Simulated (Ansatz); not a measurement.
# MnS: the cost of one run

Program: Ansatz 0.2.0. Level of theory: DFT PBE+U (U_eff = 3.9 eV on Mn 3d), scalar-relativistic, plane waves, PAW. These are calculated values, not measurements.

## 1. The structure to begin with

Symmetry: R-3m, No. 166, trigonal system. Conventional cell: a = 3.660 Å, b = 3.660 Å, c = 8.913 Å, α = 90.00°, β = 90.00°, γ = 120.00°. Mn (site symmetry -3m) is surrounded by 6 S at 2.58 Å. Around S (site symmetry -3m) lie 6 Mn at 2.58 Å.

Structure file:

```
Mn S
1.0
     1.83000    1.05655    5.94184
    -1.83000    1.05655    5.94184
     0.00000   -2.11310    5.94184
Mn S
2 2
Direct
  0.00000 0.00000 0.00000
  0.50000 0.50000 0.50000
  0.75000 0.75000 0.75000
  0.25000 0.25000 0.25000
```

Starting moments: Mn 5.00 μB.

## 2. First run, at the start cell

input.yaml

```yaml
crystal:
  lattice:
    - [1.8299960137, 1.0565486912, 5.9418405555]
    - [-1.8299960137, 1.0565486912, 5.9418405555]
    - [0.0, -2.1130973823, 5.9418405555]
  atoms:
    - { symbol: Mn, position: [0.0, 0.0, 0.0], spin: 5.0 }
    - { symbol: Mn, position: [0.5, 0.5, 0.5], spin: 5.0 }
    - { symbol: S, position: [0.74999955, 0.74999955, 0.74999955] }
    - { symbol: S, position: [0.25000045, 0.25000045, 0.25000045] }
basis:
  ecutwfc: 420
  ecutrho_ratio: 4
kpoints:
  mp_grid: { grid: [5, 5, 5] }
hamiltonian:
  xc: pbe
  hubbard: { sites: [{ species: Mn, l: d, u_eff: 3.9 }] }
scf:
  occupations: { method: gaussian, width: 0.05 }
output:
  forces: true
  stress: true
  eigenvalues: true
  populations: true
  hubbard: { sites: [{ species: Mn, l: d }] }
magnetization:
  spin_polarized: true
```

The run is started by

```sh
> ansatz run input.yaml --threads 2 --pin off --max-ram 5120MiB --backend cpu --events-out ev --progress --plain --runs-dir out
```

Q: Estimate wall time and peak memory on 2 threads of Intel Xeon 6975P-C (Granite Rapids), shared host.

About 2.3 s, with a peak of 0.48 GiB.
